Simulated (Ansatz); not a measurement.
NaLaMnMoO6:

```xyz
10
Lattice="5.4321 -0.0113 -0.0003 2.4436 4.9348 -0.0186 0.1094 2.6847 5.0456" Properties=species:S:1:pos:R:3 pbc="T T T"
Na    4.0149    2.2638    3.7141
La    3.4885    2.5591    0.0405
Mn    6.4651    3.9635    2.0907
Mo    3.6032    5.7223    1.6638
O     4.6507    4.5363    2.8337
O     2.3582    0.4025    0.2897
O     2.2610    2.2480    2.2733
O     2.3489    4.5717    0.5966
O     2.2563    5.4095    3.0451
O     5.5988    2.3431    1.0178
```

The cell was built by a generator and needn't be a form met in nature.

Base run:

- Program: Ansatz 0.2.0
- Functional: PBE
- Potentials or basis: Ansatz PAW
- Cutoff: 420 eV (not typed: the program's choice for these potentials)
- k mesh: 6 × 6 × 5
- Occupations: fermi-dirac, width 0.05 eV
- Spin: collinear spin, ferromagnetic start
- Starting moments: [0.0, 0.0, 4.0, 1.0, 0.0, 0.0, 0.0, 0.0, 0.0, 0.0] μB
- Hubbard terms: La f U = 6 eV, Mn d U = 6 eV, Mo d U = 6 eV

Its results: band gap on the k mesh 1.23 eV, indirect (least direct gap 1.37 eV); pressure 3.2 GPa; net moment 5.00 μB per cell; site moments Na +0.00; La +0.00; Mn +4.08; Mo +0.10; O -0.02, -0.00, +0.00, +0.01 μB; largest force 0.986 eV/Å.

Question: The run is repeated on the same cell with these changes: hubbard terms from La f U = 6 eV, Mn d U = 6 eV, Mo d U = 6 eV to La f U = 2 eV, Mn d U = 2 eV, Mo d U = 2 eV. What comes out?

Answer: Band gap on the k mesh 0.46 eV, indirect (least direct gap 0.64 eV); pressure 1.2 GPa; net moment 5.00 μB per cell; site moments Na +0.00; La +0.01; Mn +3.94; Mo +0.12; O -0.00, +0.02, +0.04, +0.01 μB; largest force 0.462 eV/Å.

Caveats: the magnetic or orbital state may not be the lowest; odd divisions of the mesh miss points on the zone boundary, where band edges often lie, so the gap on the mesh can be too wide; spin-orbit coupling is left out, which moves the levels of the heavy elements; a cell with one magnetic atom can't hold antiferromagnetic order, which such compounds often take.

A k mesh can miss the band edges.
